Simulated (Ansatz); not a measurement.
# CH8BGeN: ionisation energy by level of theory

How much energy removes an electron from CH8BGeN at fixed geometry? The cation is run at each level and the neutral's energy taken from earlier runs.

Computed with Ansatz 0.2.0, Gaussian basis. Level: unrestricted cation, the program's frozen cores in correlated methods.

Plan: UKS PBE-D4/def2-TZVPP; UKS r2SCAN-D4/def2-TZVPP; UKS PBE0-D4/def2-TZVPP; UKS B3LYP-D4/def2-TZVPP; UKS wB97X-V/def2-TZVPP; UKS wB97M-V/def2-TZVPP; UKS B2PLYP/def2-TZVPP; UHF-CCSD(T)/def2-TZVPP; UHF-MP2/def2-QZVPP; extrapolation to the limit; then −ε(HOMO) from the neutral's earlier runs with LDA (SPW92), PBE-D4, revPBE-D4, BLYP-D4, r2SCAN-D4, B97M-V, PBE0-D4, B3LYP-D4, r2SCANh-D4, r2SCAN0-D4, HSE06-D4, BHLYP-D4, CAM-B3LYP-D4, LC-ωPBE, ωB97X-V, ωB97M-V.

### Step 1. The geometry

All runs share one geometry, relaxed beforehand with PBE0-D4 in a triple-zeta def2 set.

SMILES `B[N](C)[GeH3]`, 12 atoms, charge 0, spin multiplicity 1.

Atoms are counted from 1 here; the program's logs count them from 0.

Bond lengths: B1–N2 1.389 Å, B1–H5 1.199 Å, B1–H6 1.201 Å, N2–C3 1.453 Å, N2–Ge4 1.861 Å, C3–H7 1.091 Å, C3–H8 1.095 Å, C3–H9 1.095 Å, Ge4–H10 1.540 Å, Ge4–H11 1.529 Å, Ge4–H12 1.540 Å. Angles: N2–B1–H5 119.5°, N2–B1–H6 119.2°, H5–B1–H6 121.3°, B1–N2–C3 122.7°, B1–N2–Ge4 122.0°, C3–N2–Ge4 115.4°, N2–C3–H7 109.7°, N2–C3–H8 111.4°, N2–C3–H9 111.4°, H7–C3–H8 108.3°, H7–C3–H9 108.3°, H8–C3–H9 107.6°, N2–Ge4–H10 108.0°, N2–Ge4–H11 108.3°, N2–Ge4–H12 108.0°, H10–Ge4–H11 111.8°, H10–Ge4–H12 108.9°, H11–Ge4–H12 111.8°.

### Step 2. Cation, UKS PBE-D4/def2-TZVPP

in.yaml

```yaml
crystal:
  periodic: [false, false, false]
  atoms:
    - {symbol: B, position_ang: [0.760181, 1.057548, 1.030519]}
    - {symbol: N, position_ang: [0.039857, 0.171664, 0.238788]}
    - {symbol: C, position_ang: [-1.309935, -0.254698, 0.566860]}
    - {symbol: Ge, position_ang: [0.746271, -0.550954, -1.323937]}
    - {symbol: H, position_ang: [1.870598, 1.370869, 0.705522]}
    - {symbol: H, position_ang: [0.255230, 1.493496, 2.028957]}
    - {symbol: H, position_ang: [-1.630769, 0.220621, 1.494782]}
    - {symbol: H, position_ang: [-1.364152, -1.340716, 0.699525]}
    - {symbol: H, position_ang: [-2.017927, 0.018982, -0.222974]}
    - {symbol: H, position_ang: [0.744768, -2.084234, -1.183285]}
    - {symbol: H, position_ang: [2.160283, -0.000245, -1.509584]}
    - {symbol: H, position_ang: [-0.177305, -0.157431, -2.491372]}
basis:
  gaussian: {orbitals: def2-TZVPP}
total_charge: 1
magnetization: {spin_polarized: true, initial_magnetization: 1}
hamiltonian: {xc: pbe, dispersion: d4}
```

Started as:

```console
ansatz run in.yaml --threads 2 --pin off --events-out ev --progress --plain --max-ram 31744MiB --backend cpu
```

After this run come: Cation, UKS r2SCAN-D4/def2-TZVPP; Cation, UKS PBE0-D4/def2-TZVPP; Cation, UKS B3LYP-D4/def2-TZVPP; Cation, UKS wB97X-V/def2-TZVPP; Cation, UKS wB97M-V/def2-TZVPP; Cation, UKS B2PLYP (frozen core)/def2-TZVPP; Cation, UHF-CCSD(T)/def2-TZVPP; Cation, UHF-MP2/def2-QZVPP.

**Question.** What will the summary of the whole plan be? Wanted: ionisation energy, CCSD(T)/CBS; nearest functional by difference; nearest −ε(HOMO); −ε(HOMO) of PBE; T1 of the cation.

As calculated:

| quantity | value |
| --- | --- |
| ionisation energy, CCSD(T)/CBS | 10.04 eV |
| nearest functional by difference | ωB97M-V (-0.17 eV) |
| nearest −ε(HOMO) | ωB97M-V (+0.06 eV) |
| −ε(HOMO) of PBE | 6.59 eV |
| T1 of the cation | 0.021 |

In words: By cation minus neutral, the functionals miss by 0.41 eV at most. −ε(HOMO) of PBE misses by 3.5 eV, since self-interaction lifts the level. Among orbital estimates ωB97M-V comes nearest. Hartree-Fock falls 1.50 eV short, as the neutral has more correlation energy than the cation. Correlated methods include outer-core shells of Ge, which these sets cover unevenly. With outer-core shells in play the reference is unsure by up to some tenths of an eV, so close misses can't be ranked.
